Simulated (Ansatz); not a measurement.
# CH₇SSbSi: a ladder of functionals and wavefunction methods

An exercise on one series of results from a longer session: the logs are not shown, and one member is left open.

Computed with Ansatz 0.2.0, Gaussian basis. Level: functionals in def2-TZVPP, the program's frozen cores in correlated methods.

The runs, in order: LDA (SPW92), PBE-D4, revPBE-D4, BLYP-D4, r2SCAN-D4, B97M-V, PBE0-D4, B3LYP-D4, r2SCANh-D4, r2SCAN0-D4, HSE06-D4, BHLYP-D4, CAM-B3LYP-D4, LC-ωPBE, ωB97X-V, ωB97M-V, B2PLYP, PBE-QIDH; CCSD(T)/def2-SVP; CCSD(T)/def2-TZVPP; MP2/def2-QZVPP; extrapolation to the limit; RPA on PBE.

## The geometry

An earlier PBE0-D4 in a triple-zeta def2 set relaxation fixed the geometry. Sb takes the def2 core potential; no spin-orbit term is included.

11 atoms, charge 0, spin multiplicity 1.

Atoms are counted from 1 here; the program's logs count them from 0.

Bond lengths: C1–Si2 1.871 Å, C1–H5 1.092 Å, C1–H6 1.092 Å, C1–H7 1.092 Å, Si2–Sb3 2.578 Å, Si2–H8 1.490 Å, Si2–H9 1.491 Å, Sb3–S4 2.439 Å, Sb3–H10 1.713 Å, S4–H11 1.344 Å. Angles: Si2–C1–H5 110.8°, Si2–C1–H6 110.9°, Si2–C1–H7 110.0°, H5–C1–H6 108.3°, H5–C1–H7 108.5°, H6–C1–H7 108.3°, C1–Si2–Sb3 109.0°, C1–Si2–H8 110.7°, C1–Si2–H9 111.2°, Sb3–Si2–H8 108.2°, Sb3–Si2–H9 109.4°, H8–Si2–H9 108.3°, Si2–Sb3–S4 92.2°, Si2–Sb3–H10 92.1°, S4–Sb3–H10 96.4°, Sb3–S4–H11 96.7°.

The first run:

in.yaml reads:

```yaml
crystal:
  periodic: [false, false, false]
  atoms:
    - {symbol: C, position_ang: [-1.040174, 1.328613, -0.393602]}
    - {symbol: Si, position_ang: [-0.214586, 0.211605, 0.859745]}
    - {symbol: Sb, position_ang: [2.155546, -0.371243, 0.030830]}
    - {symbol: S, position_ang: [1.283782, -1.731226, -1.795904]}
    - {symbol: H, position_ang: [-2.073391, 1.537002, -0.106385]}
    - {symbol: H, position_ang: [-0.509502, 2.279470, -0.477103]}
    - {symbol: H, position_ang: [-1.043905, 0.850847, -1.375823]}
    - {symbol: H, position_ang: [-0.977725, -1.058762, 1.016419]}
    - {symbol: H, position_ang: [-0.124995, 0.870508, 2.193844]}
    - {symbol: H, position_ang: [2.305938, -1.647386, 1.162942]}
    - {symbol: H, position_ang: [0.304412, -2.326429, -1.094363]}
basis:
  gaussian: {orbitals: def2-TZVPP}
hamiltonian: {xc: lda}
output: {orbitals: {seedname: orbitals}}
```

Among the steps run: LDA; PBE-D4 (GGA); revPBE-D4 (GGA); BLYP-D4 (GGA); r2SCAN-D4 (meta-GGA); B97M-V (meta-GGA); PBE0-D4 (hybrid); B3LYP-D4 (hybrid); r2SCANh-D4 (hybrid); r2SCAN0-D4 (hybrid); HSE06-D4 (hybrid); BHLYP-D4 (hybrid); CAM-B3LYP-D4 (range-separated); LC-ωPBE (range-separated); ωB97X-V (range-separated); ωB97M-V (range-separated); B2PLYP (double hybrid); PBE-QIDH (double hybrid).

One table of the session follows, with a row left open; its other results are not shown here.

It belongs to the step «Orbital energies across the functionals». 

```
  functional  HOMO (eV)  gap (eV)
 LDA (SPW92)      -5.95      3.73
      PBE-D4      -5.84      3.82
   revPBE-D4      -5.79      3.86
     BLYP-D4      -5.66      3.77
   r2SCAN-D4      -6.09      4.26
      B97M-V      -6.17      4.34
     PBE0-D4      -6.94      5.69
    B3LYP-D4      -6.71      5.27
  r2SCANh-D4      -6.49      4.94
  r2SCAN0-D4      -7.09      5.94
    HSE06-D4      -6.55      4.94
    BHLYP-D4          ?         ?
CAM-B3LYP-D4      -8.15      7.88
     LC-ωPBE      -9.42     10.22
     ωB97X-V      -9.11      9.81
     ωB97M-V      -8.94      9.45
```

**Question.** Estimate the row for BHLYP-D4.

Worked estimate for «HOMO (eV)». Against the share of exact exchange, BLYP-D4 (0, -5.66), B3LYP-D4 (0.2, -6.71) give a slope of -5.25 per unit share; at 0.5 the line stands at -8.28.

**Answer.** HOMO (eV): -7.85; gap (eV): 7.44. In «HOMO (eV)» the line misses by -0.43.
